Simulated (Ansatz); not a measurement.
# GaSi₂H₅: a ladder of functionals and wavefunction methods

How much do the methods differ for GaSi₂H₅? The plan is to run it at one geometry with functionals of several rungs and with coupled cluster. The yardstick is the atomisation energy at the CCSD(T) limit.

Computed with Ansatz 0.2.0, Gaussian basis. Level: functionals in def2-TZVPP, the program's frozen cores in correlated methods.

Plan: LDA (SPW92), PBE-D4, revPBE-D4, BLYP-D4, r2SCAN-D4, B97M-V, PBE0-D4, B3LYP-D4, r2SCANh-D4, r2SCAN0-D4, HSE06-D4, BHLYP-D4, CAM-B3LYP-D4, LC-ωPBE, ωB97X-V, ωB97M-V, B2PLYP, PBE-QIDH; CCSD(T)/def2-SVP; CCSD(T)/def2-TZVPP; MP2/def2-QZVPP; extrapolation to the limit; RPA on PBE.

### 1 Structure used throughout

All runs share one geometry, relaxed beforehand with PBE0-D4 in a triple-zeta def2 set.

8 atoms, charge 0, spin multiplicity 1.

Atoms are counted from 1 here; the program's logs count them from 0.

Bond lengths: Si1–Si2 2.339 Å, Si1–Ga3 2.591 Å, Si1–H4 1.500 Å, Si1–H5 1.500 Å, Si2–H6 1.491 Å, Si2–H7 1.490 Å, Si2–H8 1.491 Å. Angles: Si2–Si1–Ga3 113.9°, Si2–Si1–H4 106.5°, Si2–Si1–H5 106.5°, Ga3–Si1–H4 111.8°, Ga3–Si1–H5 111.9°, H4–Si1–H5 105.7°, Si1–Si2–H6 109.9°, Si1–Si2–H7 114.3°, Si1–Si2–H8 109.8°, H6–Si2–H7 107.7°, H6–Si2–H8 107.1°, H7–Si2–H8 107.7°.

### 2 LDA

This LDA is Slater exchange with PW92 correlation.

Contents of in.yaml:

```yaml
crystal:
  periodic: [false, false, false]
  atoms:
    - {symbol: Si, position_ang: [-0.958087, 0.090707, -0.598769]}
    - {symbol: Si, position_ang: [1.133600, -0.014634, 0.442442]}
    - {symbol: Ga, position_ang: [-2.890195, -0.878339, 0.830373]}
    - {symbol: H, position_ang: [-0.818954, -0.627770, -1.907876]}
    - {symbol: H, position_ang: [-1.188290, 1.530685, -0.948764]}
    - {symbol: H, position_ang: [1.097219, 0.737739, 1.729571]}
    - {symbol: H, position_ang: [2.252052, 0.535590, -0.373553]}
    - {symbol: H, position_ang: [1.464855, -1.431179, 0.770776]}
basis:
  gaussian: {orbitals: def2-TZVPP}
hamiltonian: {xc: lda}
output: {orbitals: {seedname: orbitals}}
```

Launch:

```sh
ansatz run in.yaml --threads 2 --pin off --events-out ev --progress --plain --max-ram 4352MiB
```

The runs that follow: PBE-D4 (GGA); revPBE-D4 (GGA); BLYP-D4 (GGA); r2SCAN-D4 (meta-GGA); B97M-V (meta-GGA); PBE0-D4 (hybrid); B3LYP-D4 (hybrid); r2SCANh-D4 (hybrid); r2SCAN0-D4 (hybrid); HSE06-D4 (hybrid); BHLYP-D4 (hybrid); CAM-B3LYP-D4 (range-separated); LC-ωPBE (range-separated); ωB97X-V (range-separated); ωB97M-V (range-separated); B2PLYP (double hybrid); PBE-QIDH (double hybrid); CCSD(T) in def2-SVP; CCSD(T) in def2-TZVPP; MP2 in def2-QZVPP; RPA on PBE orbitals.

Q: Predict the results of all the runs planned. Wanted: atomisation energy, CCSD(T)/CBS; farthest beyond LDA; mean size of error, GGA; mean size of error, meta-GGA; mean size of error, hybrid; mean size of error, range-separated; mean size of error, double hybrid; gap, smallest and largest; T1 diagnostic.

As calculated:

```
                               quantity                                                                    value
        atomisation energy, CCSD(T)/CBS                                                                21.650 eV
    functionals within 0.216 eV (1.0 %)  r2SCAN-D4, B97M-V, B3LYP-D4, r2SCANh-D4, CAM-B3LYP-D4, ωB97X-V, ωB97M-V
                    farthest beyond LDA                                                    revPBE-D4 (-0.533 eV)
                mean size of error, GGA                                                                 0.385 eV
           mean size of error, meta-GGA                                                                 0.138 eV
             mean size of error, hybrid                                                                 0.216 eV
    mean size of error, range-separated                                                                 0.229 eV
      mean size of error, double hybrid                                                                 0.447 eV
              gap, smallest and largest                                 1.85 eV (LDA (SPW92)), 7.76 eV (LC-ωPBE)
                          T1 diagnostic                                                                   0.0149
triples share of the correlation energy                                                                    3.8 %
```

**Reading.** The LDA atomisation energy is off by 2.095 eV (10 %): it overbinds. PBE-D4 misses by -0.295 eV. Double hybrids carry the basis error of their MP2 part in triple zeta, and no dispersion term here, so their miss is partly the set-up's. The rungs meta-GGA, hybrid miss on average by less than the doubt on the reference (0.216 eV), so they tie. Misses under about 0.216 eV are within the doubt on the reference itself, which lacks core-valence correlation, relativity and higher excitations, and its outer-core shells are covered unevenly. Hartree-Fock recovers 75 % of the binding; the rest is correlation. CCSD(T) in def2-SVP is off by -1.556 eV, so the small basis spoils what the method gains. Orbital gaps span 1.8 to 7.8 eV; exact exchange widens them. The restricted reference is unstable towards a spin-broken one. Correlated methods include outer-core shells of Ga, which these sets cover unevenly.
